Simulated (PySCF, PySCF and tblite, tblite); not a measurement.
# C3H5F3Si2: conformers and averaged spectra, part 2 of 2

PySCF and tblite. Atoms count from 0. Earlier steps stand in the parts before.

### 9 Boltzmann average: properties at WP04/pcSseg-1

What the job is given:

```
{"job": {"study": "conf", "smiles": "C#C[SiH2][SiH2]C(F)(F)F", "search": {"seed": 5334, "n_embed": 60, "ff_keep": 14, "window": 2.0, "nmax": 3, "temps": [150, 180, 273.15, 298.15, 320], "t_ref": 298.15, "order": 0.0005, "w0": 200.0}, "level": {"nmr": {"xc": "WP04", "basis": "pcSseg-1"}, "sp": {"xc": "B3LYP", "basis": "def2-SVP"}, "uv": {"xc": "wB97X-D", "basis": "def2-SVPD", "nstates": 6, "ntriplets": 0}}, "kind": "conf"}, "charge": 0, "multiplicity": 1}
C      1.538542     2.643374     0.831059
C      1.535758     1.441588     0.779092
Si     1.474730    -0.404667     0.705957
Si    -0.277458    -1.041404    -0.679348
C     -1.915225    -0.531779     0.243485
F     -3.035194    -0.919261    -0.396659
F     -2.024197     0.803743     0.414553
F     -1.990602    -1.069197     1.483481
H      1.547616     3.694695     0.878153
H      2.751649    -0.869348     0.145926
H      1.338432    -0.894522     2.083518
H     -0.498818    -2.476315    -0.882388
H     -0.449623    -0.376419    -1.972941
```

What it wrote:

```text
conformer  sym    E(xTB)   E(DFT)   G(298.15 K)  weight  dipole/D
    1     C1      0.494    0.000    0.000   0.8218    2.387
    2     Cs      0.000    0.291    0.906   0.1782    2.807

mean shielding (ppm) by class
class atoms           150 K      180 K   273.15 K   298.15 K      320 K
  0 C  0             75.121     75.135     75.161     75.166      75.17
  1 C  1            100.944    100.932    100.908    100.904      100.9
  2 Si 2            424.964    424.956     424.94    424.937    424.935
  3 Si 3            393.785    393.807    393.851    393.859    393.865
  4 C  4             27.439     27.439      27.44      27.44     27.441
  5 F  5,6,7        238.408    238.433    238.481     238.49    238.496
  6 H  8              30.16     30.161     30.163     30.163     30.163
  7 H  9,10           28.08     28.078     28.075     28.074     28.073
  8 H  11,12         28.386     28.385     28.384     28.383     28.383
```

Wall time 1.8 min (1 thread of AMD EPYC 7B13, shared host). This counts the runs that the step sums up.

The search (ETKDG and KDG, MMFF94s, GFN2-xTB) embedded 60 structures, kept 2 distinct ones after the force field and 2 after xTB; 2 were carried on (window 2.0 kcal/mol at the search's own energies). Energies: B3LYP/def2-SVP with D3(BJ).

The conformers at 298 K:

```tsv
no.	group	mirror pair	ΔE xTB	ΔE DFT	ΔG	weight (%)	μ (D)	C1–Si2–Si3–C4 (°)	A, B, C (GHz)
1	C1	yes	0.49	0.00	0.00	82.2	2.39	-68	2.17, 0.85, 0.73
2	Cs	no	0.00	0.29	0.91	17.8	2.81	-180	3.50, 0.62, 0.59
```

Energies in kcal/mol. ΔG holds xTB vibrations and rotation, symmetry numbers and mirror pairs.

Weights (%) by temperature:

```tsv
no.	150 K	180 K	273 K	298 K	320 K
1	87.4	85.8	82.7	82.2	81.8
2	12.6	14.2	17.3	17.8	18.2
```

Other ways of weighting, at the same temperature:

```tsv
scheme	1	2	mean μ (D)
DFT free energy	82	18	2.46
DFT energy, symmetry counted	77	23	2.48
DFT energy alone	62	38	2.55
xTB energy, symmetry counted	46	54	2.61
xTB free energy	55	45	2.58
lowest conformer only	100	0	2.39
equal weights	50	50	2.60
```

Shifts against references run at the same level (13C TMS 175.1, 1H TMS 32.00, 19F CFCl3 170.3, 29Si TMS 334.3 ppm of shielding), by class of atoms, at 298 K:

```tsv
atoms	environment	no. 1	no. 2	average
C4	CF3 carbon	147.7	147.6	147.7
C0	terminal alkyne carbon	100.1	99.2	99.9
C1	alkyne carbon	74.1	74.8	74.2
H9, H10	hydrogen on a silicon bonded to C, Si	3.90	4.02	3.92
H11, H12	hydrogen on a silicon bonded to C, Si	3.61	3.65	3.61
H8	hydrogen on a terminal alkyne carbon	1.84	1.78	1.83
Si3	silicon bonded to C, Si, 2 H	-59.3	-60.7	-59.5
Si2	silicon bonded to C, Si, 2 H	-90.7	-90.2	-90.6
F5, F6, F7	fluorine of a CF3 group	-68.0	-69.5	-68.2
```

Effective distances for nuclear Overhauser effects, ⟨r⁻⁶⟩^(−1/6) over all pairs of two classes (Å): H9···H11 3.94.

Lowest and brightest singlet by conformer (wB97X-D/def2-SVPD): no. 1 6.07 and 7.26 eV; no. 2 6.10 and 6.92 eV.

### 10 Shieldings, conformer 1: KT3/pcSseg-1 in dimethylsulfoxide

What the job is given:

```
{"job": {"xc": "KT3", "basis": "pcSseg-1", "solvent": "dimethylsulfoxide", "grid": 3, "kind": "nmr", "pop": false}, "charge": 0, "multiplicity": 1}
C      1.538542     2.643374     0.831059
C      1.535758     1.441588     0.779092
Si     1.474730    -0.404667     0.705957
Si    -0.277458    -1.041404    -0.679348
C     -1.915225    -0.531779     0.243485
F     -3.035194    -0.919261    -0.396659
F     -2.024197     0.803743     0.414553
F     -1.990602    -1.069197     1.483481
H      1.547616     3.694695     0.878153
H      2.751649    -0.869348     0.145926
H      1.338432    -0.894522     2.083518
H     -0.498818    -2.476315    -0.882388
H     -0.449623    -0.376419    -1.972941
```

What it wrote:

```text
coarse grid: 12864 points
cycle   1  E = -1005.3921932299  dE =  8.621e-01  |g| = 1.103e+00  |ddm| = 3.359e+00
cycle   2  E = -1004.9610880296  dE =  4.311e-01  |g| = 1.963e+00  |ddm| = 1.725e+00
cycle   3  E = -1005.5901089021  dE = -6.290e-01  |g| = 1.263e-01  |ddm| = 1.172e+00
cycle   4  E = -1005.5930442350  dE = -2.935e-03  |g| = 5.957e-02  |ddm| = 1.733e-01
cycle   5  E = -1005.5938623286  dE = -8.181e-04  |g| = 2.430e-02  |ddm| = 7.967e-02
cycle   6  E = -1005.5939827806  dE = -1.205e-04  |g| = 1.315e-02  |ddm| = 2.505e-02
cycle   7  E = -1005.5940287059  dE = -4.593e-05  |g| = 1.315e-03  |ddm| = 1.068e-02
cycle   8  E = -1005.5940290771  dE = -3.713e-07  |g| = 3.163e-04  |ddm| = 1.716e-03
final grid: 172544 points
cycle   9  E = -1005.7518531608  dE = -2.027e-04  |g| = 4.037e-02  |ddm| = 6.387e-02
cycle  10  E = -1005.7514806916  dE =  3.725e-04  |g| = 6.298e-02  |ddm| = 4.949e-02
cycle  11  E = -1005.7520595354  dE = -5.788e-04  |g| = 5.507e-03  |ddm| = 3.226e-02
cycle  12  E = -1005.7520647687  dE = -5.233e-06  |g| = 1.162e-03  |ddm| = 5.175e-03
cycle  13  E = -1005.7520650768  dE = -3.081e-07  |g| = 3.731e-04  |ddm| = 1.357e-03
cycle  14  E = -1005.7520651093  dE = -3.258e-08  |g| = 1.306e-04  |ddm| = 3.285e-04
cycle  15  E = -1005.7520651135  dE = -4.198e-09  |g| = 2.997e-05  |ddm| = 1.140e-04
cycle  16  E = -1005.7520651138  dE = -2.328e-10  |g| = 7.364e-06  |ddm| = 3.439e-05
converged SCF energy = -1005.7520651138

GIAO shielding tensors (ppm)
atom      isotropic    diamagn.    paramagn.     s11        s22        s33       span
  0 C       87.275     256.485    -169.211      4.952      8.016    248.856    243.904
  1 C      114.850     259.587    -144.736     28.644     29.774    286.133    257.488
  2 Si     460.908     882.365    -421.457    446.542    458.696    477.485     30.943
  3 Si     432.999     881.958    -448.958    408.431    432.865    457.702     49.271
  4 C       44.933     250.642    -205.709     38.883     43.128     52.787     13.904
  5 F      221.848     472.912    -251.064    129.116    219.589    316.840    187.724
  6 F      221.711     479.079    -257.368    127.881    224.900    312.351    184.470
  7 F      224.624     476.583    -251.958    128.037    228.790    317.046    189.008
  8 H       29.144      34.091      -4.947     23.741     24.115     39.576     15.835
  9 H       27.299      27.275       0.024     23.549     25.561     32.788      9.239
 10 H       27.164      27.980      -0.815     24.120     25.346     32.027      7.908
 11 H       27.694      28.240      -0.546     24.271     26.074     32.738      8.467
 12 H       27.581      29.324      -1.743     24.647     25.858     32.238      7.592
```

Run time: 20 s. Hardware: 1 thread of AMD EPYC 7B13, shared host; peak memory 0.82 GiB.

Key values: HOMO -7.06 eV, LUMO -1.46 eV; dipole 2.85 D.

### 11 Single-point energy, conformer 1: BP86/cc-pVDZ in dimethylsulfoxide

Changed since step 10:

```diff
@@ -1,2 +1,2 @@
-{"job": {"xc": "KT3", "basis": "pcSseg-1", "solvent": "dimethylsulfoxide", "grid": 3, "kind": "nmr", "pop": false}, "charge": 0, "multiplicity": 1}
+{"job": {"xc": "BP86", "basis": "cc-pVDZ", "solvent": "dimethylsulfoxide", "kind": "sp"}, "charge": 0, "multiplicity": 1}
 C      1.538542     2.643374     0.831059
```

What it wrote:

```text
coarse grid: 12864 points
cycle   1  E = -995.6565920349  dE =  8.842e-01  |g| = 9.204e-01  |ddm| = 7.168e+00
cycle   2  E = -995.2898904490  dE =  3.667e-01  |g| = 1.726e+00  |ddm| = 3.458e+00
cycle   3  E = -995.8106982161  dE = -5.208e-01  |g| = 1.146e-01  |ddm| = 2.295e+00
cycle   4  E = -995.8133946068  dE = -2.696e-03  |g| = 5.244e-02  |ddm| = 3.150e-01
cycle   5  E = -995.8141561136  dE = -7.615e-04  |g| = 1.476e-02  |ddm| = 1.305e-01
cycle   6  E = -995.8141841014  dE = -2.799e-05  |g| = 1.195e-02  |ddm| = 3.544e-02
cycle   7  E = -995.8142217907  dE = -3.769e-05  |g| = 9.535e-04  |ddm| = 1.576e-02
cycle   8  E = -995.8142221102  dE = -3.195e-07  |g| = 1.920e-04  |ddm| = 2.981e-03
final grid: 119152 points
cycle   9  E = -995.8314092476  dE = -3.582e-05  |g| = 3.305e-03  |ddm| = 4.453e-02
cycle  10  E = -995.8314056378  dE =  3.610e-06  |g| = 5.058e-03  |ddm| = 1.555e-02
cycle  11  E = -995.8314119190  dE = -6.281e-06  |g| = 1.016e-03  |ddm| = 9.184e-03
cycle  12  E = -995.8314120904  dE = -1.715e-07  |g| = 6.061e-04  |ddm| = 1.911e-03
cycle  13  E = -995.8314121537  dE = -6.324e-08  |g| = 1.743e-04  |ddm| = 8.515e-04
cycle  14  E = -995.8314121608  dE = -7.129e-09  |g| = 1.400e-05  |ddm| = 2.604e-04
cycle  15  E = -995.8314121609  dE = -5.389e-11  |g| = 5.390e-06  |ddm| = 5.177e-05
converged SCF energy = -995.8314121609
```

Wall time 7.1 s (1 thread of AMD EPYC 7B13, shared host); peak memory 0.68 GiB.

Key values: HOMO -6.96 eV, LUMO -1.37 eV; dipole 2.41 D.

### 12 Shieldings, conformer 2: KT3/pcSseg-1 in dimethylsulfoxide

What the job is given:

```
{"job": {"xc": "KT3", "basis": "pcSseg-1", "solvent": "dimethylsulfoxide", "grid": 3, "kind": "nmr", "pop": false}, "charge": 0, "multiplicity": 1}
C      3.595391    -0.399482     0.595355
C      2.522184     0.096463     0.374721
Si     0.884478     0.885546     0.034031
Si    -0.684177    -0.826395    -0.010984
C     -2.381888     0.057680    -0.374174
F     -2.695835     0.973104     0.571863
F     -3.430327    -0.782789    -0.442934
F     -2.366381     0.735328    -1.545589
H      4.533421    -0.836025     0.788748
H      0.640040     1.860235     1.106453
H      1.000692     1.591648    -1.249611
H     -0.990099    -1.543972     1.229265
H     -0.631887    -1.810854    -1.094874
```

What it wrote:

```text
coarse grid: 12864 points
cycle   1  E = -1005.3885842665  dE =  8.633e-01  |g| = 1.106e+00  |ddm| = 3.368e+00
cycle   2  E = -1004.9446231395  dE =  4.440e-01  |g| = 1.978e+00  |ddm| = 1.767e+00
cycle   3  E = -1005.5877733819  dE = -6.432e-01  |g| = 1.296e-01  |ddm| = 1.216e+00
cycle   4  E = -1005.5907390005  dE = -2.966e-03  |g| = 6.618e-02  |ddm| = 1.734e-01
cycle   5  E = -1005.5914878792  dE = -7.489e-04  |g| = 4.023e-02  |ddm| = 8.260e-02
cycle   6  E = -1005.5919050054  dE = -4.171e-04  |g| = 9.652e-03  |ddm| = 3.185e-02
cycle   7  E = -1005.5919296060  dE = -2.460e-05  |g| = 1.438e-03  |ddm| = 1.069e-02
cycle   8  E = -1005.5919300574  dE = -4.513e-07  |g| = 3.930e-04  |ddm| = 1.848e-03
final grid: 172544 points
cycle   9  E = -1005.7511517968  dE = -2.063e-04  |g| = 4.054e-02  |ddm| = 6.447e-02
cycle  10  E = -1005.7507794498  dE =  3.723e-04  |g| = 6.313e-02  |ddm| = 4.925e-02
cycle  11  E = -1005.7513602761  dE = -5.808e-04  |g| = 5.518e-03  |ddm| = 3.198e-02
cycle  12  E = -1005.7513654940  dE = -5.218e-06  |g| = 1.221e-03  |ddm| = 5.427e-03
cycle  13  E = -1005.7513658663  dE = -3.723e-07  |g| = 2.352e-04  |ddm| = 1.504e-03
cycle  14  E = -1005.7513658737  dE = -7.444e-09  |g| = 1.593e-04  |ddm| = 2.718e-04
cycle  15  E = -1005.7513658801  dE = -6.328e-09  |g| = 3.776e-05  |ddm| = 1.277e-04
cycle  16  E = -1005.7513658804  dE = -3.567e-10  |g| = 9.723e-06  |ddm| = 3.691e-05
converged SCF energy = -1005.7513658804

GIAO shielding tensors (ppm)
atom      isotropic    diamagn.    paramagn.     s11        s22        s33       span
  0 C       87.828     255.805    -167.977      6.347      7.862    249.274    242.927
  1 C      115.388     257.982    -142.594     28.916     29.589    287.659    258.742
  2 Si     460.449     882.295    -421.845    450.831    456.455    474.062     23.231
  3 Si     435.109     881.892    -446.783    417.043    428.423    459.862     42.819
  4 C       45.208     253.702    -208.494     39.562     42.662     53.399     13.837
  5 F      223.209     476.651    -253.442    126.752    227.227    315.646    188.894
  6 F      223.652     472.030    -248.378    132.253    222.651    316.053    183.800
  7 F      223.197     476.664    -253.467    126.710    227.219    315.663    188.953
  8 H       29.206      33.670      -4.465     23.944     24.032     39.641     15.696
  9 H       27.143      28.203      -1.060     23.270     26.397     31.762      8.491
 10 H       27.144      28.205      -1.061     23.269     26.402     31.761      8.492
 11 H       27.604      28.959      -1.355     24.235     26.406     32.171      7.936
 12 H       27.604      28.961      -1.357     24.234     26.409     32.170      7.936
```

It took 19 s on 1 thread of AMD EPYC 7B13, shared host; peak memory 0.91 GiB.

Key values: HOMO -7.02 eV, LUMO -1.40 eV; dipole 3.11 D.

### 13 Single-point energy, conformer 2: BP86/cc-pVDZ in dimethylsulfoxide

Changed since step 12:

```diff
@@ -1,2 +1,2 @@
-{"job": {"xc": "KT3", "basis": "pcSseg-1", "solvent": "dimethylsulfoxide", "grid": 3, "kind": "nmr", "pop": false}, "charge": 0, "multiplicity": 1}
+{"job": {"xc": "BP86", "basis": "cc-pVDZ", "solvent": "dimethylsulfoxide", "kind": "sp"}, "charge": 0, "multiplicity": 1}
 C      3.595391    -0.399482     0.595355
```

What it wrote:

```text
coarse grid: 12864 points
cycle   1  E = -995.6530763598  dE =  8.855e-01  |g| = 9.238e-01  |ddm| = 7.181e+00
cycle   2  E = -995.2718292456  dE =  3.812e-01  |g| = 1.744e+00  |ddm| = 3.505e+00
cycle   3  E = -995.8087300150  dE = -5.369e-01  |g| = 1.167e-01  |ddm| = 2.341e+00
cycle   4  E = -995.8114145424  dE = -2.685e-03  |g| = 5.839e-02  |ddm| = 3.191e-01
cycle   5  E = -995.8120763553  dE = -6.618e-04  |g| = 3.498e-02  |ddm| = 1.418e-01
cycle   6  E = -995.8123915622  dE = -3.152e-04  |g| = 7.800e-03  |ddm| = 4.953e-02
cycle   7  E = -995.8124087551  dE = -1.719e-05  |g| = 1.228e-03  |ddm| = 1.754e-02
cycle   8  E = -995.8124091592  dE = -4.041e-07  |g| = 3.497e-04  |ddm| = 2.945e-03
final grid: 119152 points
cycle   9  E = -995.8308476053  dE = -3.631e-05  |g| = 3.577e-03  |ddm| = 4.446e-02
cycle  10  E = -995.8308436650  dE =  3.940e-06  |g| = 5.630e-03  |ddm| = 1.550e-02
cycle  11  E = -995.8308505407  dE = -6.876e-06  |g| = 9.065e-04  |ddm| = 8.964e-03
cycle  12  E = -995.8308506464  dE = -1.057e-07  |g| = 5.149e-04  |ddm| = 1.770e-03
cycle  13  E = -995.8308507054  dE = -5.898e-08  |g| = 2.011e-04  |ddm| = 7.926e-04
cycle  14  E = -995.8308507157  dE = -1.036e-08  |g| = 1.771e-05  |ddm| = 2.920e-04
cycle  15  E = -995.8308507158  dE = -7.935e-11  |g| = 7.327e-06  |ddm| = 5.407e-05
converged SCF energy = -995.8308507158
```

Wall time 6.9 s (1 thread of AMD EPYC 7B13, shared host); peak memory 0.68 GiB.

Key values: HOMO -6.91 eV, LUMO -1.27 eV; dipole 2.67 D.

### 14 Averages: properties at KT3/pcSseg-1 in dimethylsulfoxide

What the job is given:

```
{"job": {"study": "conf", "smiles": "C#C[SiH2][SiH2]C(F)(F)F", "search": {"seed": 5334, "n_embed": 60, "ff_keep": 14, "window": 2.0, "nmax": 3, "temps": [150, 180, 273.15, 298.15, 320], "t_ref": 298.15, "order": 0.0005, "w0": 200.0}, "level": {"nmr": {"xc": "KT3", "basis": "pcSseg-1", "solvent": "dimethylsulfoxide", "grid": 3}, "sp": {"xc": "BP86", "basis": "cc-pVDZ", "solvent": "dimethylsulfoxide"}, "change": "KT3/pcSseg-1; solvent dimethylsulfoxide; energies BP86/cc-pVDZ; grid level 3", "top": 4}, "kind": "conf"}, "charge": 0, "multiplicity": 1}
C      1.538542     2.643374     0.831059
C      1.535758     1.441588     0.779092
Si     1.474730    -0.404667     0.705957
Si    -0.277458    -1.041404    -0.679348
C     -1.915225    -0.531779     0.243485
F     -3.035194    -0.919261    -0.396659
F     -2.024197     0.803743     0.414553
F     -1.990602    -1.069197     1.483481
H      1.547616     3.694695     0.878153
H      2.751649    -0.869348     0.145926
H      1.338432    -0.894522     2.083518
H     -0.498818    -2.476315    -0.882388
H     -0.449623    -0.376419    -1.972941
```

What it wrote:

```text
conformer  sym    E(xTB)   E(DFT)   G(298.15 K)  weight  dipole/D
    1     C1      0.494    0.000    0.000   0.8824    2.412
    2     Cs      0.000    0.579    1.194   0.1176    2.670

mean shielding (ppm) by class
class atoms           150 K      180 K   273.15 K   298.15 K      320 K
  0 C  0             87.303     87.313     87.335      87.34     87.343
  1 C  1            114.878    114.887    114.909    114.914    114.917
  2 Si 2            460.884    460.876    460.857    460.854    460.851
  3 Si 3            433.109    433.144     433.23    433.247    433.261
  4 C  4             44.947     44.952     44.963     44.965     44.967
  5 F  5,6,7         222.76    222.771    222.796    222.801    222.805
  6 H  8             29.147     29.148     29.151     29.151     29.152
  7 H  9,10          27.227     27.226     27.222     27.221     27.221
  8 H  11,12         27.636     27.635     27.634     27.634     27.634
```

Wall time 52 s (1 thread of AMD EPYC 7B13, shared host). This counts the runs that the step sums up.

Against the first level, at 298 K (shieldings, ppm; largest changes first):

```tsv
atoms	WP04/pcSseg-1	KT3/pcSseg-1 in dimethylsulfoxide	change
Si3	393.9	433.2	+39.4
Si2	424.9	460.9	+35.9
C4	27.4	45.0	+17.5
F5, F6, F7	238.5	222.8	-15.7
C1	100.9	114.9	+14.0
C0	75.2	87.3	+12.2
H8	30.16	29.15	-1.01
H9, H10	28.07	27.22	-0.85
H11, H12	28.38	27.63	-0.75
```

Weights: from B3LYP/def2-SVP energies 1: 82 %, 2: 18 %; from BP86/cc-pVDZ in dimethylsulfoxide energies 1: 88 %, 2: 12 % (with a dispersion term where the level has one and the same thermal terms, so they don't follow from the SCF energies alone). Times: 1.8 min and 52 s.

### 15 Results

This closing draws on all 2 parts.

```
                           quantity                                                value
                         conformers  2; the first in weight is no. 1 (C1), 82 % at 298 K
            root-mean-square dipole                                               2.47 D
averaged 13C shifts (WP04/pcSseg-1)                                147.7, 99.9, 74.2 ppm
 averaged 1H shifts (WP04/pcSseg-1)                                 3.92, 3.61, 1.83 ppm
averaged 19F shifts (WP04/pcSseg-1)                                            -68.2 ppm
```

What this shows: At 298 K conformer 1 holds 82 % of the ensemble (87 % at 150 K, 82 % at 320 K). xTB puts no. 2 lowest, DFT no. 1. Among conformers over 5 %, H9, H10 differ by 0.12 ppm, while the average moves by 0.01 ppm from 150 to 320 K. Between WP04/pcSseg-1 and KT3/pcSseg-1 in dimethylsulfoxide, Si3 changes most, by 39.4 ppm of raw shielding; the energies behind both averages, dispersion terms included where typed, rank the same conformer first.
